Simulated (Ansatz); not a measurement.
# CH6BNO2 (SMILES COB(N)O): levels of theory compared

We compute a comparison of 6 runs (B3LYP/6-31G*, PBE/6-31G*, wB97M-V/6-31G*, wB97X/6-31G*, RPA@PBE0/6-31G*, CCSD(T)/6-31G*) of CH6BNO2. 

Program for the calculation: Ansatz 0.2.0.

131 further runs of the same task are left out: 1 that didn't finish, 130 set aside as unsound or not needed.

## 1. The molecule

CH6BNO2: 11 atoms, total charge 0, spin state singlet. SMILES: `COB(N)O`. The B3–N4 distance was set to 2.537 Å, away from the relaxed value. At this shape a bond of the SMILES string is far longer than usual.

Bond lengths: C1–O2 1.404 Å, O2–B3 1.375 Å, B3–O5 1.372 Å, C1–H6 1.096 Å, C1–H7 1.091 Å, C1–H8 1.096 Å, N4–H9 1.002 Å, N4–H10 1.003 Å, O5–H11 0.959 Å. Angles: C1–O2–B3 120.9°, O2–B3–O5 117.8°, O2–C1–H6 111.6°, O2–C1–H7 108.2°, O2–C1–H8 111.6°, B3–O5–H11 111.1°, H6–C1–H7 108.3°, H6–C1–H8 108.8°, H7–C1–H8 108.3°, H9–N4–H10 114.6°. A long bond or contact: B3–N4 2.537 Å.

## 2. The energy at B3LYP/6-31G(d) (spherical functions) (run 1)

Input file in.yaml:

```yaml
crystal:
  periodic: [false, false, false]
  atoms:
    - {symbol: C, position_ang: [-0.022358, 0.791759, 1.981960]}
    - {symbol: O, position_ang: [-1.182558, 0.042659, 1.730760]}
    - {symbol: B, position_ang: [-1.379858, -0.566541, 0.513860]}
    - {symbol: "N", position_ang: [0.275800, -0.431900, -1.403700]}
    - {symbol: O, position_ang: [-2.536858, -1.282941, 0.337460]}
    - {symbol: H, position_ang: [0.065442, 1.641959, 1.295360]}
    - {symbol: H, position_ang: [-0.081458, 1.178759, 2.999860]}
    - {symbol: H, position_ang: [0.881042, 0.176159, 1.899860]}
    - {symbol: H, position_ang: [1.144100, 0.066300, -1.366900]}
    - {symbol: H, position_ang: [0.095200, -0.890900, -2.277500]}
    - {symbol: H, position_ang: [-3.079958, -1.260941, 1.127660]}
basis:
  gaussian:
    orbitals: 6-31G_st_-spherical.json
hamiltonian:
  xc: {name: B3LYP}
accuracy: high
output: {orbitals: {seedname: orbitals}}
```

The basis set 6-31G* is read from a file made from the Basis Set Exchange's data (not shown).

Run with:

```
ansatz run in.yaml --threads 1 --pin off --max-ram 3480MiB --events-out events.jsonl --progress --plain --runs-dir runs
```

The log of the run:

```text
Warning: RAYON_NUM_THREADS=1 ignored (pool sized by the plan → 1); use --threads N
Functional definition: B3LYP
  name "B3LYP"
  parameter a0 = 0.2
  parameter ax = 0.72
  parameter ac = 0.81
  exchange = (1 - a0 - ax)*slater_x + ax*b88_x + a0*exact_x
  correlation = (1 - ac)*vwn_rpa_c + ac*lyp_c
1946 factors; integrals over basis functions are off by at most 3.4e-9 eV
mean field evaluation 1: about -7377.9496 eV, gradient 8.4e1 eV
mean field evaluation 2: about -7281.9299 eV, gradient 1.5e2 eV
mean field evaluation 4: about -7391.7523 eV, gradient 1.7e1 eV
mean field evaluation 8: about -7392.9665 eV, gradient 3.0e-1 eV
mean field evaluation 16: about -7393.2107 eV, gradient 1.1e-3 eV
mean field -7393.21069163 eV, -271.6954816192 hartree, gradient 1.7e-8 eV, S^2 0.000000; 0 other end points of the search recorded, 0 dependent functions left out
reference -7393.21072889 eV, -271.6954829885 hartree; 20, 20 occupied and 62, 62 virtual orbitals, 1946 factors
Total energy: -7393.21072889 eV, -271.6954829885 hartree
```

It took 7.8 s on 1 thread of Arm Neoverse V1, shared host; peak memory 0.27 GiB.

## 3. The energy at PBE/6-31G(d) (spherical functions) (run 2)

Input file input.yaml:

```yaml
crystal:
  periodic: [false, false, false]
  atoms:
    - {symbol: C, position_ang: [-0.022358, 0.791759, 1.981960]}
    - {symbol: O, position_ang: [-1.182558, 0.042659, 1.730760]}
    - {symbol: B, position_ang: [-1.379858, -0.566541, 0.513860]}
    - {symbol: N, position_ang: [0.275800, -0.431900, -1.403700]}
    - {symbol: O, position_ang: [-2.536858, -1.282941, 0.337460]}
    - {symbol: H, position_ang: [0.065442, 1.641959, 1.295360]}
    - {symbol: H, position_ang: [-0.081458, 1.178759, 2.999860]}
    - {symbol: H, position_ang: [0.881042, 0.176159, 1.899860]}
    - {symbol: H, position_ang: [1.144100, 0.066300, -1.366900]}
    - {symbol: H, position_ang: [0.095200, -0.890900, -2.277500]}
    - {symbol: H, position_ang: [-3.079958, -1.260941, 1.127660]}
basis:
  gaussian: {orbitals: 6-31G_st_-spherical.json}
hamiltonian: {xc: {name: PBE}}
accuracy: high
output: {orbitals: {seedname: orbitals}}
```

The basis set 6-31G* is read from a file made from the Basis Set Exchange's data (not shown).

Run with:

```
ansatz run input.yaml --threads 1 --pin off --max-ram 3480MiB --events-out events.jsonl --progress --plain --runs-dir runs
```

The log of the run:

```text
Warning: RAYON_NUM_THREADS=1 ignored (pool sized by the plan → 1); use --threads N
Functional definition: PBE
  name "PBE"
  parameter kappa = 0.804
  parameter beta = 0.06672455060314922
  exchange = pbe_x(kappa = kappa, mu = beta*pi^2/3)
  correlation = pbe_c(beta = beta)
1946 factors; integrals over basis functions are off by at most 3.4e-9 eV
mean field evaluation 1: about -7365.8172 eV, gradient 9.2e1 eV
mean field evaluation 2: about -7250.3537 eV, gradient 1.7e2 eV
mean field evaluation 4: about -7382.9114 eV, gradient 2.0e1 eV
mean field evaluation 8: about -7384.3091 eV, gradient 5.1e-1 eV
mean field evaluation 16: about -7384.3022 eV, gradient 8.3e-4 eV
mean field -7384.30220356 eV, -271.3681007209 hartree, gradient 9.3e-9 eV, S^2 0.000000; 0 other end points of the search recorded, 0 dependent functions left out
reference -7384.30220625 eV, -271.3681008199 hartree; 20, 20 occupied and 62, 62 virtual orbitals, 1946 factors
Total energy: -7384.30220625 eV, -271.3681008199 hartree
```

Wall time 6.9 s (1 thread of Arm Neoverse V1, shared host); peak memory 0.22 GiB.

Runs 3 to 5 aren't shown in full; the table further down has their settings and results.

## 4. The energy at CCSD(T)/6-31G(d) (spherical functions) (run 6)

Input file molecule.yaml:

```yaml
crystal:
  periodic: [false, false, false]
  atoms:
    - {symbol: C, position_ang: [-0.022358, 0.791759, 1.981960]}
    - {symbol: O, position_ang: [-1.182558, 0.042659, 1.730760]}
    - {symbol: B, position_ang: [-1.379858, -0.566541, 0.513860]}
    - {symbol: N, position_ang: [0.275800, -0.431900, -1.403700]}
    - {symbol: O, position_ang: [-2.536858, -1.282941, 0.337460]}
    - {symbol: H, position_ang: [0.065442, 1.641959, 1.295360]}
    - {symbol: H, position_ang: [-0.081458, 1.178759, 2.999860]}
    - {symbol: H, position_ang: [0.881042, 0.176159, 1.899860]}
    - {symbol: H, position_ang: [1.144100, 0.066300, -1.366900]}
    - {symbol: H, position_ang: [0.095200, -0.890900, -2.277500]}
    - {symbol: H, position_ang: [-3.079958, -1.260941, 1.127660]}
basis:
  gaussian:
    orbitals: 6-31G_st_-spherical.json
correlation:
  method: ccsd_t
  frozen_orbitals: {B: 1, C: 1, H: 0, "N": 1, O: 1}
scf:
  omitted_lower_state_checks: [cluster_reference, increment]
accuracy: high
```

The basis set 6-31G* is read from a file made from the Basis Set Exchange's data (not shown).

Run with:

```
ansatz run molecule.yaml --threads 1 --pin off --max-ram 3480MiB --events-out events.jsonl --progress --plain --runs-dir runs
```

The log of the run:

```text
Warning: RAYON_NUM_THREADS=1 ignored (pool sized by the plan → 1); use --threads N
[... 12 lines left out ...]
5 core orbitals not correlated: weight in the atoms' cores, before any rotation towards them, 1.000 or more for the frozen orbitals, at most 0.000 for the correlated occupied ones
[... 31 lines left out ...]
Total energy: -7372.13700794 eV, -270.9210380279 hartree
Checks for a lower state left out: cluster_reference, increment
```

It took 26 s on 1 thread of Arm Neoverse V1, shared host; peak memory 0.49 GiB.

## 5. The series

```
run                                  level  frozen core orbitals  energy (Eh)  HOMO energy (eV)  LUMO energy (eV)  HOMO–LUMO gap (eV)  wall time
  1     B3LYP/6-31G* (spherical functions)                     –  -271.695483             -4.39             -1.77                2.62      7.8 s
  2       PBE/6-31G* (spherical functions)                     –  -271.368101             -3.13             -2.42                0.71      6.9 s
  3   wB97M-V/6-31G* (spherical functions)                     –  -271.580176             -7.04              0.59                7.63    1.7 min
  4     wB97X/6-31G* (spherical functions)                     –  -271.612277             -7.13              0.78                7.91       32 s
  5  RPA@PBE0/6-31G* (spherical functions)                     5  -271.132508                 –                 –                   –       20 s
  6   CCSD(T)/6-31G* (spherical functions)                     5  -270.921038                 –                 –                   –       26 s
```

## 6. What came out

| quantity | value |
| --- | --- |
| run 6: total energy | -270.92104 Eh |
| run 6: correlation energy (5 core orbitals frozen) | -791.6 mEh |
| run 6: (T) correction | -22.25 mEh |
| run 6: T1 diagnostic | 0.019 |

In words: Over runs 1, 2, 3, 4 the HOMO–LUMO gap runs from 0.71 eV (PBE/6-31G*) to 7.91 eV (wB97X/6-31G*). Totals of different functionals can't be ranked against each other. In run 6 the log says that unrestricted orbitals would lower the reference, so the values rest on an unstable closed-shell determinant (other closed-shell runs at this shape may share the fault). All runs together took 3.2 min, the longest 1.7 min.
